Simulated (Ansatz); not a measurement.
# CH7AlOSi2: up Jacob's ladder to CCSD(T)

The task here is to estimate one member of a computed series from the others.

The runs use Ansatz 0.2.0, Gaussian basis; functionals in def2-TZVPP, the program's frozen cores in correlated methods.

The runs, in order: PBE-D4, r2SCAN-D4, PBE0-D4, B3LYP-D4, ωB97X-V, ωB97M-V, B2PLYP; CCSD(T)/def2-TZVPP; MP2/def2-QZVPP; extrapolation to the limit.

### Structure used throughout

The geometry comes from an earlier relaxation with PBE0-D4 in a triple-zeta def2 set; it is a stationary point, not always the lowest conformer.

SMILES `[AlH2][CH]1O[SiH2][SiH2]1`, 12 atoms, charge 0, spin multiplicity 1.

Atoms are counted from 1 here; the program's logs count them from 0.

Bond lengths: Al1–C2 1.956 Å, Al1–H6 1.590 Å, Al1–H7 1.584 Å, C2–O3 1.464 Å, C2–Si5 1.934 Å, C2–H8 1.098 Å, O3–Si4 1.671 Å, Si4–Si5 2.319 Å, Si4–H9 1.491 Å, Si4–H10 1.487 Å, Si5–H11 1.494 Å, Si5–H12 1.487 Å. Angles: C2–Al1–H6 116.5°, C2–Al1–H7 121.0°, H6–Al1–H7 122.2°, Al1–C2–O3 114.4°, Al1–C2–Si5 110.5°, Al1–C2–H8 112.4°, O3–C2–Si5 100.4°, O3–C2–H8 110.0°, Si5–C2–H8 108.2°, C2–O3–Si4 105.8°, O3–Si4–Si5 80.6°, O3–Si4–H9 113.0°, O3–Si4–H10 112.0°, Si5–Si4–H9 117.6°, Si5–Si4–H10 122.9°, H9–Si4–H10 107.9°, C2–Si5–Si4 71.5°, C2–Si5–H11 112.8° and more.

Coordinates:

```
Al   -1.1337    1.9315    0.2298
C    -0.6626    0.1565   -0.4443
O    -1.0117   -0.9447    0.4545
Si    0.3626   -1.8885    0.5733
Si    1.2588   -0.0513   -0.5226
H    -1.0368    3.1323   -0.8073
H    -1.4564    2.1632    1.7634
H    -1.0691   -0.0328   -1.4465
H     0.2614   -3.1657   -0.1899
H     0.6860   -2.2245    1.9856
H     1.9853    0.9581    0.3054
H     1.8933   -0.0891   -1.8672
```

The first run:

Input file in.yaml:

```yaml
crystal:
  periodic: [false, false, false]
  atoms:
    - {symbol: Al, position_ang: [-1.133685, 1.931452, 0.229812]}
    - {symbol: C, position_ang: [-0.662614, 0.156534, -0.444289]}
    - {symbol: O, position_ang: [-1.011665, -0.944726, 0.454453]}
    - {symbol: Si, position_ang: [0.362575, -1.888548, 0.573303]}
    - {symbol: Si, position_ang: [1.258823, -0.051325, -0.522615]}
    - {symbol: H, position_ang: [-1.036773, 3.132337, -0.807340]}
    - {symbol: H, position_ang: [-1.456409, 2.163195, 1.763376]}
    - {symbol: H, position_ang: [-1.069146, -0.032778, -1.446508]}
    - {symbol: H, position_ang: [0.261362, -3.165657, -0.189889]}
    - {symbol: H, position_ang: [0.686039, -2.224505, 1.985603]}
    - {symbol: H, position_ang: [1.985322, 0.958139, 0.305361]}
    - {symbol: H, position_ang: [1.893271, -0.089115, -1.867167]}
basis:
  gaussian: {orbitals: def2-TZVPP}
hamiltonian: {xc: pbe, dispersion: d4}
output: {forces: true, orbitals: {seedname: orbitals}}
```

Command:

```
> ansatz run in.yaml --threads 4 --pin off --events-out ev --progress --plain --max-ram 10444MiB
```

Among the steps run: PBE-D4 (GGA); r2SCAN-D4 (meta-GGA); PBE0-D4 (hybrid); B3LYP-D4 (hybrid); ωB97X-V (range-separated); ωB97M-V (range-separated); B2PLYP (double hybrid); CCSD(T) in def2-TZVPP; MP2 in def2-QZVPP.

One of the session's tables, all rows but one given; the rest of the session is left out.

```
            method  atomisation energy (eV)
            PBE-D4                   39.691
         r2SCAN-D4                   39.671
           PBE0-D4                   39.240
          B3LYP-D4                   39.429
           ωB97X-V                   39.931
           ωB97M-V                   39.669
            B2PLYP                   38.921
     HF/def2-TZVPP                   28.783
    MP2/def2-TZVPP                   38.827
   CCSD/def2-TZVPP                        ?
CCSD(T)/def2-TZVPP                   38.497
           MP2/CBS                   39.972
       CCSD(T)/CBS                   39.643
```

Q: Estimate the row for CCSD/def2-TZVPP from the others.

**Answer.** atomisation energy (eV): 37.936. In the column «atomisation energy (eV)» it lies between HF/def2-TZVPP (28.783) and CCSD(T)/def2-TZVPP (38.497).

Limits of these values: Free atoms (1 Al, 1 C, 1 O, 2 Si, 7 H) were run apart at each level; the atomisation energy is their sum less the molecule, without zero-point or spin-orbit terms.
